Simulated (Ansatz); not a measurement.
Working through an equation of state with a fit of ScCu₃, space group I4/mmm

Computed with Ansatz's Python interface.

Notebook, run cell by cell (the value of a cell's last expression is shown):

```python
import warnings

import ansatz
from ase.eos import EquationOfState
from ase.units import GPa
import numpy as np
```

```python
VECTORS = np.array([
    [-1.941473, 1.941473, 3.689662],
    [1.941473, -1.941473, 3.689662],
    [1.941473, 1.941473, -3.689662],
])
SITES = [
    ("Sc", (0.0, 0.0, 0.0)),
    ("Cu", (0.75, 0.25, 0.5)),
    ("Cu", (0.25, 0.75, 0.5)),
    ("Cu", (0.5, 0.5, 0.0)),
]
```

```python
def on_lattice(cell):
    crystal = ansatz.Crystal(lattice=ansatz.Lattice.of(cell))
    for symbol, position in SITES:
        crystal = crystal.atom(symbol, position)
    return crystal
```

```python
warnings.simplefilter("ignore", ansatz.DeckWarning)

# scale the volume, keep shape and fractions
volumes, energies, pressures = [], [], []
for scale in np.linspace(0.94, 1.06, 7):
    cell = VECTORS * scale ** (1 / 3)
    model = (
        on_lattice(cell).calculation()
        .functional("PBEsol")
        .pseudopotentials("paw")
        .occupations("methfessel_paxton", width=0.15)
        .basis(500)
        .kpoints(8, 8, 8)
        .stress()
    )
    r = model.run(threads=1, pin="off").report
    volumes.append(abs(np.linalg.det(cell)) / len(SITES))
    energies.append(r["free_energy_ev"] / len(SITES))
    pressures.append(np.trace(r["stress_gpa"]) / 3)
    print(f"V = {volumes[-1]:8.4f} A^3/atom  F = {energies[-1]:.5f} eV/atom  P = {pressures[-1]:8.3f} GPa")
```

    V =  13.0731 A^3/atom  F = -5469.58117 eV/atom  P =    5.566 GPa
    V =  13.3512 A^3/atom  F = -5469.58819 eV/atom  P =    2.575 GPa
    V =  13.6294 A^3/atom  F = -5469.59030 eV/atom  P =   -0.094 GPa
    V =  13.9075 A^3/atom  F = -5469.58803 eV/atom  P =   -2.478 GPa
    V =  14.1857 A^3/atom  F = -5469.58185 eV/atom  P =   -4.606 GPa
    V =  14.4638 A^3/atom  F = -5469.57217 eV/atom  P =   -6.504 GPa
    V =  14.7420 A^3/atom  F = -5469.55939 eV/atom  P =   -8.196 GPa

```python
eos = EquationOfState(volumes, energies, eos="sj")
v0, e0, bulk = eos.fit()
print(f"V0 = {v0:.4f} A^3/atom, E0 = {e0:.5f} eV/atom, B = {bulk / GPa:.1f} GPa")
eos.plot("eos.png")
```

    V0 = 13.6191 A^3/atom, E0 = -5469.59030 eV/atom, B = 124.0 GPa
    <Axes: title={'center': 'sj: E: -5469.590 eV, V: 13.619 Å$^3$, B: 123.977 GPa'}, xlabel='volume [Å$^3$]', ylabel='energy [eV]'>

A third-order Birch-Murnaghan fit through the 7 points (the script's own form differs a little) has its minimum at 13.62 Å³ an atom, 2.1 % below the typed cell, with a bulk modulus of 124 GPa and dB/dP = 4.6. From that minimum the energy rises by 9.1 meV an atom on the compressed side and 30.9 meV on the expanded side.

What to keep in mind:
- Absolute energies stand on the zero of these potentials, so only differences at equal settings mean something.
- No spin polarisation was allowed.
- Shape and fractional positions are held along the curve, so the bulk modulus is an upper value where they are free to relax.
- The mesh is modest for a metal, so energies can be off by several to tens of meV an atom and pressures by half a GPa or more; differences at equal mesh fare better.
- Pressure is positive in compression.
- This cell is a computed structure, which may not be the phase found in nature.
- Timing: 77 s on 1 thread of Arm Neoverse V1 (shared host), peak memory 0.5 GiB.
